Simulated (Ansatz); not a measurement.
# CH₅FOSSi₂: a ladder of functionals and wavefunction methods

How much do the methods differ for CH₅FOSSi₂? The plan is to run it at one geometry with functionals of several rungs and with coupled cluster, and see how far each lands from CCSD(T) at the basis-set limit for the atomisation energy.

Method: functionals in def2-TZVPP, the program's frozen cores in correlated methods; program: Ansatz 0.2.0, Gaussian basis.

Plan: LDA (SPW92), PBE-D4, revPBE-D4, BLYP-D4, r2SCAN-D4, B97M-V, PBE0-D4, B3LYP-D4, r2SCANh-D4, r2SCAN0-D4, HSE06-D4, BHLYP-D4, CAM-B3LYP-D4, LC-ωPBE, ωB97X-V, ωB97M-V, B2PLYP, PBE-QIDH; CCSD(T)/def2-SVP; CCSD(T)/def2-TZVPP; MP2/def2-QZVPP; extrapolation to the limit; RPA on PBE.

## (1) Structure used throughout

An earlier PBE0-D4 in a triple-zeta def2 set relaxation fixed the geometry.

11 atoms, charge 0, spin multiplicity 1.

Atoms are counted from 1 here; the program's logs count them from 0.

Bond lengths: F1–Si2 1.596 Å, Si2–Si3 2.347 Å, Si2–O4 1.670 Å, Si2–H7 1.477 Å, Si3–H8 1.486 Å, Si3–H9 1.485 Å, Si3–H10 1.486 Å, O4–C5 1.333 Å, C5–S6 1.604 Å, C5–H11 1.096 Å. Angles: F1–Si2–Si3 108.7°, F1–Si2–O4 107.8°, F1–Si2–H7 108.3°, Si3–Si2–O4 112.0°, Si3–Si2–H7 115.8°, O4–Si2–H7 103.9°, Si2–Si3–H8 110.4°, Si2–Si3–H9 108.6°, Si2–Si3–H10 108.8°, H8–Si3–H9 109.6°, H8–Si3–H10 109.6°, H9–Si3–H10 109.8°, Si2–O4–C5 126.5°, O4–C5–S6 124.4°, O4–C5–H11 114.0°, S6–C5–H11 121.7°.

## (2) LDA

This LDA is Slater exchange with PW92 correlation.

in.yaml

```yaml
crystal:
  periodic: [false, false, false]
  atoms:
    - {symbol: F, position_ang: [-0.589228, 1.829458, 1.255742]}
    - {symbol: Si, position_ang: [0.361153, 1.103680, 0.198886]}
    - {symbol: Si, position_ang: [1.040534, -0.958817, 1.088213]}
    - {symbol: O, position_ang: [-0.500486, 0.919868, -1.219240]}
    - {symbol: C, position_ang: [-1.426937, -0.004975, -1.470379]}
    - {symbol: S, position_ang: [-2.249223, -0.113174, -2.843205]}
    - {symbol: H, position_ang: [1.446360, 2.036707, -0.164449]}
    - {symbol: H, position_ang: [-0.142983, -1.780685, 1.452016]}
    - {symbol: H, position_ang: [1.862865, -0.704863, 2.298837]}
    - {symbol: H, position_ang: [1.851442, -1.675486, 0.070161]}
    - {symbol: H, position_ang: [-1.588298, -0.708914, -0.645985]}
basis:
  gaussian: {orbitals: def2-TZVPP}
hamiltonian: {xc: lda}
output: {orbitals: {seedname: orbitals}}
```

On the command line:

```
$ ansatz run in.yaml --threads 4 --pin off --events-out ev --progress --plain --max-ram 10444MiB
```

Further steps of the session: PBE-D4 (GGA); revPBE-D4 (GGA); BLYP-D4 (GGA); r2SCAN-D4 (meta-GGA); B97M-V (meta-GGA); B3LYP-D4 (hybrid); r2SCANh-D4 (hybrid); r2SCAN0-D4 (hybrid); HSE06-D4 (hybrid); BHLYP-D4 (hybrid); CAM-B3LYP-D4 (range-separated); LC-ωPBE (range-separated); ωB97X-V (range-separated); ωB97M-V (range-separated); B2PLYP (double hybrid); PBE-QIDH (double hybrid); CCSD(T) in def2-SVP; CCSD(T) in def2-TZVPP; MP2 in def2-QZVPP; RPA on PBE orbitals.

Before running them: what should the planned runs give, taken together? Wanted: atomisation energy, CCSD(T)/CBS; farthest beyond LDA; mean size of error, GGA; mean size of error, meta-GGA; mean size of error, hybrid; mean size of error, range-separated; mean size of error, double hybrid; gap, smallest and largest; T1 diagnostic.

**Answer**, as computed:

| quantity | value |
| --- | --- |
| atomisation energy, CCSD(T)/CBS | 938.8 kcal/mol |
| functionals within 4.7 kcal/mol (0.5 %) | BLYP-D4, r2SCAN-D4, B97M-V, CAM-B3LYP-D4, ωB97X-V, ωB97M-V |
| farthest beyond LDA | BHLYP-D4 (-35.5 kcal/mol) |
| mean size of error, GGA | 8.9 kcal/mol |
| mean size of error, meta-GGA | 3.3 kcal/mol |
| mean size of error, hybrid | 13.4 kcal/mol |
| mean size of error, range-separated | 4.5 kcal/mol |
| mean size of error, double hybrid | 14.2 kcal/mol |
| gap, smallest and largest | 2.70 eV (LDA (SPW92)), 9.91 eV (LC-ωPBE) |
| T1 diagnostic | 0.0160 |
| triples share of the correlation energy | 4.0 % |

LDA overbinds by 139.0 kcal/mol (15 %). PBE-D4 misses by +13.4 kcal/mol. Double hybrids carry the basis error of their MP2 part in triple zeta, and no dispersion term here, so their miss is partly the set-up's. The rungs meta-GGA, range-separated miss on average by less than the doubt on the reference (4.7 kcal/mol), so they tie. Misses under about 4.7 kcal/mol are within the doubt on the reference itself, which lacks core-valence correlation, relativity and higher excitations. Hartree-Fock recovers 71 % of the binding; the rest is correlation. CCSD(T) in def2-SVP is off by -73.9 kcal/mol, worse than the median functional, from the basis alone. Orbital gaps span 2.7 to 9.9 eV; exact exchange widens them. The restricted reference is unstable towards a spin-broken one.
